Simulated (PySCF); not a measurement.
# KLi−: bond curves at several levels of theory

An exercise on one series of results from a longer session: the logs are not shown, and one member is left open.

The runs use PySCF 2.14.0; K aug-cc-pVDZ-X2C, Li aug-cc-pVDZ-DK, spin-free X2C with a Gaussian nucleus.

4 further runs of the same task are left out: 4 set aside as unsound or not needed.

The first run:

The job is set up so:

| Item | Value |
| --- | --- |
| atoms | K, Li |
| charge | -1 |
| basis | K aug-cc-pVDZ-X2C, Li aug-cc-pVDZ-DK |
| Hamiltonian | spin-free X2C with a Gaussian nucleus |
| basis functions | 59 |
| electrons treated | 23 |
| masses in u | 38.9637, 7.0160 |
| levels | PBE0, PBE, r²SCAN, M06-L, B3LYP, HSE06, MP2, SCS-MP2 |
| grid | 80 radial by 434 angular points |
| occupations | held fixed by the projection of orbital angular momentum |
| dissociation limit | K + Li−, each in its ground configuration |
| starting distance in angstrom | 3.330 |
| values of 2S to try | 1, 3 |

On the command line:

```
$ OMP_NUM_THREADS=1 python dia.py task.json out
```

Steps of the session up to this table: The job; PBE0 along the bond; PBE (GGA); r²SCAN (meta-GGA); M06-L (meta-GGA); B3LYP; HSE06.

One of the session's tables, all rows but one given; the rest of the session is left out.

| level | Re (Å) | ωe (cm⁻¹) | De (eV) |
| --- | --- | --- | --- |
| ROHF-MP2 | 3.711 | 142.6 | 0.62 |
| ROHF-SCS-MP2 | 3.724 | 142.1 | 0.61 |
| PBE | 3.749 | 134.0 | 0.74 |
| r²SCAN | 3.879 | 128.3 | 0.72 |
| M06-L | ? | ? | ? |
| B3LYP | 3.771 | 127.1 | 0.61 |
| PBE0 | 3.798 | 133.9 | 0.71 |
| HSE06 | 3.786 | 133.9 | 0.71 |

**Question.** Estimate the row for M06-L.

As computed: Re (Å): 3.807; ωe (cm⁻¹): 137.4; De (eV): 0.74. In the column «Re (Å)» it lies between PBE0 (3.798) and r²SCAN (3.879).

De is counted to K + Li− in their ground configurations.
